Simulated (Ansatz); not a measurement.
# BGeH+ (doublet): wave-function methods side by side, cc-pVDZ

One table from this session's results is given with a row withheld; the runs are named, their logs left out.

Computed with Ansatz 0.2.0, Gaussian basis. Level: cc-pVDZ, core rule «outside noble gas», up to 15 orbitals frozen.

Plan: UHF; CCSD(T) on ROHF; CCSD(T) on UHF; BCCD(T) on ROHF; CISD; CCSDT(Q) on ROHF; CCSDT(Q) on UHF; CASSCF and MRCISD+Q, 7 electrons in 9 orbitals; CASSCF and NEVPT2, 7 electrons in 9 orbitals.

19 further runs of the same task are left out: 9 that didn't finish, 10 set aside as unsound or not needed.

## The system

The geometry is a PBE0/def2-TZVP stationary point (not a proven minimum) of the parent state, kept for this charge and spin. No spin-orbit coupling is included. The filled d shell of Ge may be among the frozen orbitals whatever the setting's name suggests; the logs give the count.

3 atoms, charge 1, spin multiplicity 2.

Atoms are counted from 1 here; the program's logs count them from 0.

Bond lengths: Ge1–B2 1.963 Å, B2–H3 1.188 Å. Angles: Ge1–B2–H3 180.0°.

The first run:

Input file in.yaml:

```yaml
crystal:
  periodic: [false, false, false]
  atoms:
    - {symbol: Ge, position_ang: [0.000000, 0.000000, 1.704490]}
    - {symbol: B, position_ang: [0.000000, 0.000000, -0.258320]}
    - {symbol: H, position_ang: [0.000000, 0.000000, -1.446169]}
basis:
  gaussian: {orbitals: cc-pVDZ}
total_charge: 1
magnetization: {spin_polarized: true, initial_magnetization: 1}
hamiltonian: {xc: hf}
output: {orbitals: {seedname: orbitals}}
```

On the command line:

```
ansatz run in.yaml --threads 1 --pin off --events-out ev --progress --plain --max-ram 2393MiB
```

Among the steps run: UHF; CCSD(T) on ROHF; CCSD(T) on UHF; BCCD(T) on ROHF; CISD; CCSDT(Q) on ROHF; CCSDT(Q) on UHF; CASSCF and MRCISD+Q, 7 electrons in 9 orbitals; CASSCF and NEVPT2, 7 electrons in 9 orbitals.

One table of the session follows, with a row left open; its other results are not shown here.

```
          method  from UCCSDT(Q) (meV)
            ROHF               +3881.5
             UHF               +3798.8
            RMP2               +1017.4
            UMP2               +1019.0
            CISD                +332.1
           RCCSD                +133.0
           UCCSD                +130.4
        RCCSD(T)                 +34.2
        UCCSD(T)                 +33.1
         BCCD(T)                 +34.0
          RCCSDT                  +5.6
          UCCSDT                  +4.4
       RCCSDT(Q)                     ?
       UCCSDT(Q)                     0
  CASSCF valence               +1841.2
  NEVPT2 valence                +515.1
  MRCISD valence                 +78.1
MRCISD+Q valence                  +5.6
```

**Question.** Estimate the row for RCCSDT(Q).

**Answer.** from UCCSDT(Q) (meV): +1.1. In the column «from UCCSDT(Q) (meV)» it lies between UCCSDT(Q) (0) and UCCSDT (+4.4).

Caveats from the session: Restricted and unrestricted rows rest on different reference determinants; where their highest levels disagree by more than a few hundredths of an eV, they describe different states and don't form one ladder.
